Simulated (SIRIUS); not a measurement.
# NiMoIrPdW (P3m1) in SIRIUS: a series of runs, part 2 of 4

SIRIUS 7.12.0.

**3. Equation of state, BPBE, collinear spin, zero start, 14.37 Å³/atom (volume scaled by 0.96)**

Contents of sirius.json:

```json
{
  "control": {
    "processing_unit": "cpu",
    "std_evp_solver_name": "lapack",
    "gen_evp_solver_name": "lapack",
    "verbosity": 2,
    "print_forces": false,
    "ortho_rf": true,
    "use_second_variation": true,
    "rmt_max": 3.0,
    "num_bands_to_print": 24,
    "save_wf": true
  },
  "parameters": {
    "electronic_structure_method": "full_potential_lapwlo",
    "xc_functionals": ["XC_GGA_X_B88", "XC_GGA_C_PBE"],
    "core_relativity": "dirac",
    "valence_relativity": "zora",
    "num_fv_states": 85,
    "smearing": "fermi_dirac",
    "smearing_width": 0.0018374661,
    "pw_cutoff": 20,
    "gk_cutoff": 3.93,
    "lmax_apw": 11,
    "lmax_rho": 8,
    "lmax_pot": 8,
    "num_mag_dims": 1,
    "auto_rmt": 0,
    "ngridk": [4, 4, 1],
    "shiftk": [0, 0, 0],
    "num_dft_iter": 80,
    "energy_tol": 1e-07,
    "density_tol": 1e-05,
    "use_symmetry": true
  },
  "settings": {"tol_ne": 1e-10},
  "iterative_solver": {"type": "exact"},
  "mixer": {"type": "anderson", "beta": 0.4, "max_history": 8},
  "unit_cell": {
    "lattice_vectors": [[5.146607851, -0.0, -0.0], [-2.5733039255, 4.4570826763, 0.0], [-0.0, 0.0, 21.1408217246]],
    "atom_types": ["Ir", "Mo", "Ni", "Pd", "W"],
    "atom_files": {"Ir": "Ir.json", "Mo": "Mo.json", "Ni": "Ni.json", "Pd": "Pd.json", "W": "W.json"},
    "atoms": {
      "Ir": [[0.0, 0.0, 1.1862950437, 0.0, 0.0, 0.0]],
      "Mo": [[1.3617474114, 0.7861876645, 3.2918456867, 0.0, 0.0, 0.0]],
      "Ni": [[0.0, 0.0, 7.9336557542, 0.0, 0.0, 0.0]],
      "Pd": [[1.3617474114, 0.7861876645, 10.0574416001, 0.0, 0.0, 0.0]],
      "W": [[1.3617474114, 0.7861876645, 5.92039985, 0.0, 0.0, 0.0]]
    },
    "atom_coordinate_units": "A"
  }
}
```

Contents of Ir.json:

```json
{
  "name": "iridium",
  "symbol": "Ir",
  "number": 77,
  "mass": 192.217,
[... 35 lines left out ...]
    {"l": 2, "basis": [{"enu": 0.35, "dme": 1, "n": 0, "auto": 0}, {"enu": 0.35, "dme": 2, "n": 0, "auto": 0}]},
    {"l": 2, "basis": [{"enu": 0.35, "dme": 0, "n": 0, "auto": 0}, {"enu": 2.907, "dme": 0, "n": 0, "auto": 0}]},
    {"l": 3, "basis": [{"enu": 0.35, "dme": 0, "n": 0, "auto": 0}, {"enu": 0.35, "dme": 1, "n": 0, "auto": 0}]},
    {
      "l": 3,
      "basis": [{"enu": -1.7196, "dme": 0, "n": 4, "auto": 1}, {"enu": -1.7196, "dme": 1, "n": 4, "auto": 1}]
    },
    {
      "l": 3,
      "basis": [{"enu": -1.7196, "dme": 1, "n": 4, "auto": 1}, {"enu": 0.35, "dme": 0, "n": 0, "auto": 0}]
    },
    {"l": 3, "basis": [{"enu": 0.35, "dme": 0, "n": 0, "auto": 0}, {"enu": 4.1527, "dme": 0, "n": 0, "auto": 0}]},
    {"l": 4, "basis": [{"enu": 0.35, "dme": 0, "n": 0, "auto": 0}, {"enu": 0.35, "dme": 1, "n": 0, "auto": 0}]},
    {"l": 4, "basis": [{"enu": 0.35, "dme": 0, "n": 0, "auto": 0}, {"enu": 3.4971, "dme": 0, "n": 0, "auto": 0}]}
  ],
  "free_atom": [... radial grid and density of the free atom, the start of the SCF ...]
}
```

Contents of Mo.json:

```json
{
  "name": "molybdenum",
  "symbol": "Mo",
  "number": 42,
  "mass": 95.96,
  "rmin": 1e-06,
  "rmt": 2.38,
  "nrmt": 800,
  "rinf": 17.03,
  "core": "1s2s2p3s3p3d",
  "valence": [
[... 21 lines left out ...]
    },
    {
      "l": 1,
      "basis": [{"enu": -0.9213, "dme": 1, "n": 4, "auto": 1}, {"enu": 0.35, "dme": 0, "n": 0, "auto": 0}]
    },
    {"l": 1, "basis": [{"enu": 0.35, "dme": 0, "n": 0, "auto": 0}, {"enu": 3.5984, "dme": 0, "n": 0, "auto": 0}]},
    {"l": 2, "basis": [{"enu": 0.35, "dme": 0, "n": 0, "auto": 0}, {"enu": 0.35, "dme": 1, "n": 0, "auto": 0}]},
    {"l": 2, "basis": [{"enu": 0.35, "dme": 1, "n": 0, "auto": 0}, {"enu": 0.35, "dme": 2, "n": 0, "auto": 0}]},
    {"l": 2, "basis": [{"enu": 0.35, "dme": 0, "n": 0, "auto": 0}, {"enu": 3.104, "dme": 0, "n": 0, "auto": 0}]},
    {"l": 3, "basis": [{"enu": 0.35, "dme": 0, "n": 0, "auto": 0}, {"enu": 0.35, "dme": 1, "n": 0, "auto": 0}]},
    {"l": 3, "basis": [{"enu": 0.35, "dme": 0, "n": 0, "auto": 0}, {"enu": 3.4218, "dme": 0, "n": 0, "auto": 0}]}
  ],
  "free_atom": [... radial grid and density of the free atom, the start of the SCF ...]
}
```

Contents of Ni.json:

```json
{
  "name": "nickel",
  "symbol": "Ni",
  "number": 28,
  "mass": 58.6934,
  "rmin": 1e-06,
  "rmt": 2.24,
  "nrmt": 800,
  "rinf": 14.89,
  "core": "1s2s2p",
  "valence": [
[... 24 lines left out ...]
      "basis": [{"enu": -2.0509, "dme": 1, "n": 3, "auto": 1}, {"enu": 0.35, "dme": 0, "n": 0, "auto": 0}]
    },
    {"l": 1, "basis": [{"enu": 0.35, "dme": 0, "n": 0, "auto": 0}, {"enu": 4.0171, "dme": 0, "n": 0, "auto": 0}]},
    {
      "l": 2,
      "basis": [{"enu": 0.3391, "dme": 0, "n": 0, "auto": 0}, {"enu": 0.3391, "dme": 1, "n": 0, "auto": 0}]
    },
    {
      "l": 2,
      "basis": [{"enu": 0.3391, "dme": 1, "n": 0, "auto": 0}, {"enu": 0.3391, "dme": 2, "n": 0, "auto": 0}]
    },
    {
      "l": 2,
      "basis": [{"enu": 0.3391, "dme": 0, "n": 0, "auto": 0}, {"enu": 3.4481, "dme": 0, "n": 0, "auto": 0}]
    },
    {"l": 3, "basis": [{"enu": 0.35, "dme": 0, "n": 0, "auto": 0}, {"enu": 0.35, "dme": 1, "n": 0, "auto": 0}]},
    {"l": 3, "basis": [{"enu": 0.35, "dme": 0, "n": 0, "auto": 0}, {"enu": 3.8178, "dme": 0, "n": 0, "auto": 0}]}
  ],
  "free_atom": [... radial grid and density of the free atom, the start of the SCF ...]
}
```

Contents of Pd.json:

```json
{
  "name": "palladium",
  "symbol": "Pd",
  "number": 46,
  "mass": 106.42,
  "rmin": 1e-06,
  "rmt": 2.38,
  "nrmt": 800,
  "rinf": 14.72,
  "core": "1s2s2p3s3p3d",
  "valence": [
[... 15 lines left out ...]
    },
    {
      "l": 1,
      "basis": [{"enu": -1.3749, "dme": 1, "n": 4, "auto": 1}, {"enu": 0.35, "dme": 0, "n": 0, "auto": 0}]
    },
    {"l": 1, "basis": [{"enu": 0.35, "dme": 0, "n": 0, "auto": 0}, {"enu": 3.5984, "dme": 0, "n": 0, "auto": 0}]},
    {"l": 2, "basis": [{"enu": 0.35, "dme": 0, "n": 0, "auto": 0}, {"enu": 0.35, "dme": 1, "n": 0, "auto": 0}]},
    {"l": 2, "basis": [{"enu": 0.35, "dme": 1, "n": 0, "auto": 0}, {"enu": 0.35, "dme": 2, "n": 0, "auto": 0}]},
    {"l": 2, "basis": [{"enu": 0.35, "dme": 0, "n": 0, "auto": 0}, {"enu": 3.104, "dme": 0, "n": 0, "auto": 0}]},
    {"l": 3, "basis": [{"enu": 0.35, "dme": 0, "n": 0, "auto": 0}, {"enu": 0.35, "dme": 1, "n": 0, "auto": 0}]},
    {"l": 3, "basis": [{"enu": 0.35, "dme": 0, "n": 0, "auto": 0}, {"enu": 3.4218, "dme": 0, "n": 0, "auto": 0}]}
  ],
  "free_atom": [... radial grid and density of the free atom, the start of the SCF ...]
}
```

Contents of W.json:

```json
{
  "name": "tungsten",
  "symbol": "W",
  "number": 74,
  "mass": 183.84,
[... 35 lines left out ...]
    {"l": 2, "basis": [{"enu": 0.35, "dme": 1, "n": 0, "auto": 0}, {"enu": 0.35, "dme": 2, "n": 0, "auto": 0}]},
    {"l": 2, "basis": [{"enu": 0.35, "dme": 0, "n": 0, "auto": 0}, {"enu": 2.907, "dme": 0, "n": 0, "auto": 0}]},
    {"l": 3, "basis": [{"enu": 0.35, "dme": 0, "n": 0, "auto": 0}, {"enu": 0.35, "dme": 1, "n": 0, "auto": 0}]},
    {
      "l": 3,
      "basis": [{"enu": -0.7162, "dme": 0, "n": 4, "auto": 1}, {"enu": -0.7162, "dme": 1, "n": 4, "auto": 1}]
    },
    {
      "l": 3,
      "basis": [{"enu": -0.7162, "dme": 1, "n": 4, "auto": 1}, {"enu": 0.35, "dme": 0, "n": 0, "auto": 0}]
    },
    {"l": 3, "basis": [{"enu": 0.35, "dme": 0, "n": 0, "auto": 0}, {"enu": 4.1527, "dme": 0, "n": 0, "auto": 0}]},
    {"l": 4, "basis": [{"enu": 0.35, "dme": 0, "n": 0, "auto": 0}, {"enu": 0.35, "dme": 1, "n": 0, "auto": 0}]},
    {"l": 4, "basis": [{"enu": 0.35, "dme": 0, "n": 0, "auto": 0}, {"enu": 3.4971, "dme": 0, "n": 0, "auto": 0}]}
  ],
  "free_atom": [... radial grid and density of the free atom, the start of the SCF ...]
}
```

Contents of sirius_start.json:

```json
{
  "control": {
    "processing_unit": "cpu",
    "std_evp_solver_name": "lapack",
    "gen_evp_solver_name": "lapack",
    "verbosity": 1,
    "print_forces": false,
    "ortho_rf": true,
    "use_second_variation": true,
    "rmt_max": 3.0,
    "num_bands_to_print": 24,
    "save_wf": false
  },
  "parameters": {
    "electronic_structure_method": "full_potential_lapwlo",
    "xc_functionals": ["XC_LDA_X", "XC_LDA_C_PW"],
    "core_relativity": "dirac",
    "valence_relativity": "zora",
    "num_fv_states": 85,
    "smearing": "fermi_dirac",
    "smearing_width": 0.0055123983,
    "pw_cutoff": 20,
    "gk_cutoff": 3.14,
    "lmax_apw": 11,
    "lmax_rho": 8,
    "lmax_pot": 8,
    "num_mag_dims": 1,
    "auto_rmt": 0,
    "ngridk": [2, 2, 1],
    "shiftk": [0, 0, 0],
    "num_dft_iter": 30,
    "energy_tol": 0.01,
    "density_tol": 0.05,
    "use_symmetry": true
  },
  "settings": {"tol_ne": 1e-10},
  "iterative_solver": {"type": "exact"},
  "mixer": {"type": "anderson", "beta": 0.4, "max_history": 8},
  "unit_cell": {
    "lattice_vectors": [[5.146607851, -0.0, -0.0], [-2.5733039255, 4.4570826763, 0.0], [-0.0, 0.0, 21.1408217246]],
    "atom_types": ["Ir", "Mo", "Ni", "Pd", "W"],
    "atom_files": {"Ir": "Ir.json", "Mo": "Mo.json", "Ni": "Ni.json", "Pd": "Pd.json", "W": "W.json"},
    "atoms": {
      "Ir": [[0.0, 0.0, 1.1862950437, 0.0, 0.0, 0.0]],
      "Mo": [[1.3617474114, 0.7861876645, 3.2918456867, 0.0, 0.0, 0.0]],
      "Ni": [[0.0, 0.0, 7.9336557542, 0.0, 0.0, 0.0]],
      "Pd": [[1.3617474114, 0.7861876645, 10.0574416001, 0.0, 0.0, 0.0]],
      "W": [[1.3617474114, 0.7861876645, 5.92039985, 0.0, 0.0, 0.0]]
    },
    "atom_coordinate_units": "A"
  }
}
```

Potentials or basis: all-electron FP-LAPW (ZORA valence), apw+lo standard.

On the command line:

```sh
OMP_NUM_THREADS=2 sirius.scf --input=sirius_start.json --output=start.json
OMP_NUM_THREADS=2 sirius.scf --input=sirius.json --output=output.json --task=1
```

Run time: 25 min. Hardware: 2 threads of Intel Xeon Platinum 8488C (Sapphire Rapids), shared host; peak memory 1.2 GiB.

These settings aren't checked as converged: the numbers below hold their error.

What came out:

```
Free energy                                       : -1214882.6319 eV
Band gap on the k mesh                            : none (metal or under the smearing width)
Net moment                                        : 0.00 μB per cell
All electrons inside the program's atomic spheres : Ni 26.96; Mo 40.05; Pd 44.59; Ir 75.49; W 72.05 (radii Ir 2.47, Mo 2.38, Ni 2.24, Pd 2.38, W 2.47 bohr)
```

Caveat: the k mesh is coarse (spacing up to 0.67 Å⁻¹), so the values aren't converged.

(Continued in part 3 of 4.)
